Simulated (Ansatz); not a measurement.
Runs of Ansatz 0.2.0 on CsLiCr2Te2S3. The structure is trigonal, space group P3m1 (No. 156). Conventional cell: a = 3.604 Å, b = 3.604 Å, c = 19.067 Å, α = 90.00°, β = 90.00°, γ = 120.00°. Cs (site symmetry 3m) has 3 S at 3.38 Å and 6 Cs at 3.60 Å and 3 Te at 3.77 Å as nearest neighbours. Li (site symmetry 3m) is surrounded by 6 S at 2.63 to 2.66 Å. Cr (site symmetry 3m) is surrounded by 3 S at 2.40 Å and 3 Te at 2.74 Å. Cr (site symmetry 3m) has 6 S at 2.43 to 2.45 Å as nearest neighbours. Te (site symmetry 3m) has 6 Te at 3.60 Å and 3 Cs at 3.77 Å as nearest neighbours. Te (site symmetry 3m) has 3 Cr at 2.74 Å as nearest neighbours. S (site symmetry 3m) has 3 Cr at 2.45 Å and 3 Li at 2.63 Å as nearest neighbours. S (site symmetry 3m) is surrounded by 3 Cr at 2.40 Å and 3 Li at 2.66 Å. The cell was built by a generator and needn't be a form met in nature.

```tsv
task	level	cell	k mesh	cutoff (eV)	target pressure (GPa)	temperature	mesh quality	gap on the mesh (eV)	pressure (GPa)	moment (μB)	relaxed volume (Å³/atom)	largest force (eV/Å)
relaxation of cell and atoms	PBE	relaxed to 5 GPa	6 × 6 × 1	420	5	-	not flagged	none	5.0	5.73	-	0.01
relaxation of cell and atoms	PBE+D3(BJ)-ATM	relaxed	6 × 6 × 1	420	-	-	not flagged	none	0.0	(a)	22.13	0.01
relaxation of cell and atoms	r2SCAN+D4	relaxed	6 × 6 × 1	500	-	-	not flagged	none	0.0	5.99	(b)	-
relaxation of cell and atoms	PBE	relaxed to 2 GPa	6 × 6 × 1	420	2	-	not flagged	none	2.0	5.68	-	-
```

Alike in all rows: potentials or basis Ansatz PAW; spin collinear, ferromagnetic start; smearing fermi-dirac 0.05 eV.

Question: Fill in the values left out.

Answer: (a) 5.80; (b) 22.72.

Caveats: the plane-wave basis is chosen anew once the cell has moved, so the energies of steps on either side of that aren't comparable; only a ferromagnetic start was run, and an antiferromagnetic order may lie lower in energy; pairwise dispersion overbinds metals, which lowers pressure and volume (some runs); the magnetic or orbital state may not be the lowest (some runs); the PAW data sets come from PBE, with cores solved anew for the run's functional, which leaves a small shift of forces and pressure (some runs).

A k mesh can miss the band edges, and the runs leave out spin-orbit coupling on Cs, Te.

A gap of «none» marks a metal or a gap under the smearing width.
